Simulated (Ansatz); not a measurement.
What does this script print? It uses Ansatz 0.2.0 through its Python package.

Contents of `scf.yaml`:
```yaml
crystal:
  lattice:
    - [-2.845238, 5.599333, 2.995002]
    - [2.845238, -5.599333, 2.995002]
    - [2.845238, 5.599333, -2.995002]
  atoms:
    - { symbol: Li, position: [0.014431, 0.25, 0.764431] }
    - { symbol: Li, position: [0.514431, 0.75, 0.764431] }
    - { symbol: Li, position: [0.25, 0.75, 0.5] }
    - { symbol: Li, position: [0.75, 0.25, 0.5] }
    - { symbol: Li, position: [0.485569, 0.25, 0.235569] }
    - { symbol: Li, position: [0.985569, 0.75, 0.235569] }
    - { symbol: Cu, position: [0.5, 0.5, 0.0] }
    - { symbol: Cu, position: [0.0, 0.0, 0.0] }
    - { symbol: S, position: [0.133132, 0.727911, 0.861043] }
    - { symbol: S, position: [0.633132, 0.77209, 0.405222] }
    - { symbol: S, position: [0.366868, 0.227911, 0.594778] }
    - { symbol: S, position: [0.866868, 0.272089, 0.138957] }
kpoints:
  mp_grid: { kspacing: 0.4 }
hamiltonian:
  xc: pbesol
scf:
  occupations: { method: fixed }
basis:
  ecutwfc: 420
output:
  stress: true
  eigenvalues: true
```

`yaml_run_li3cus2.py`
```python
import ansatz as az
import numpy as np


def main() -> None:
    res = az.Session.from_deck("scf.yaml").plan().execute()
    r = res.report

    for key in ("converged", "n_iterations", "n_electrons", "n_kpoints", "n_pw", "n_symmetry_ops", "free_energy_ev", "fermi_energy_ev"):
        print(f"{key:18s} {r[key]}")

    gap = None if "band_edges_ev" not in r else r["band_edges_ev"][1] - r["band_edges_ev"][0]
    print("gap on the k mesh:", "withheld (metal, or smearing too wide to tell)" if gap is None else f"{gap:.3f} eV")
    print("lowest empty less highest filled band, by band count:", round(r["gap_by_band_count_ev"], 3), "eV")

    sigma = r["stress_gpa"]
    voigt = [sigma[0][0], sigma[1][1], sigma[2][2], sigma[1][2], sigma[0][2], sigma[0][1]]
    print("stress xx yy zz yz xz xy (GPa):", " ".join(f"{s:.3f}" for s in voigt))
    print("P =", round(10 * float(np.mean(voigt[:3])), 2), "kbar")

    terms = r["components"]
    print({name: round(terms[name], 3) for name in ("e_kinetic", "e_hartree", "e_xc", "e_local", "e_nonlocal")})


if __name__ == "__main__":
    main()
```

`python yaml_run_li3cus2.py` gives:
```text
DeckWarning: the atoms were moved onto the symmetric positions of the space group found under crystal.symmetry.tolerance 1.0e-5 (fractional; no operation is sought that the atoms, as they stand in a [...]
converged          True
n_iterations       8
n_electrons        80.0
n_kpoints          18
n_pw               3749
n_symmetry_ops     8
free_energy_ev     -17947.654531664928
fermi_energy_ev    4.634713763967263
gap on the k mesh: 1.845 eV
lowest empty less highest filled band, by band count: 1.845 eV
stress xx yy zz yz xz xy (GPa): -1.033 -0.929 -0.544 0.000 0.000 0.000
P = -8.35 kbar
{'e_kinetic': 1165.266, 'e_hartree': 6290.186, 'e_xc': -627.553, 'e_local': -14402.15, 'e_nonlocal': 710.974}
```
(Warnings from the package without file and line, shortened, repeats left out.)

Absolute energies stand on the zero of these potentials, so only differences at equal settings mean something. A total without «per atom» is that of the cell as typed. The run is spin-unpolarised. Semilocal gaps usually lie well under measured ones. The energy terms are those on the plane-wave grid, with the one-centre PAW part apart; the terms shown are only some of the summands, so they needn't add up to F. An absolute Fermi energy rests on an arbitrary zero of the periodic potential and has no direct meaning. The structure comes from a database of computed cells and needn't be a stable or known phase. Levels are Kohn-Sham eigenvalues on this mesh. Finished in 6.8 s on 1 thread of Intel(R) Xeon(R) 6975P-C (Granite Rapids), with other jobs on the host, peak memory 0.57 GiB.

(Lines on the test bed's own set-up are left out of the output.)
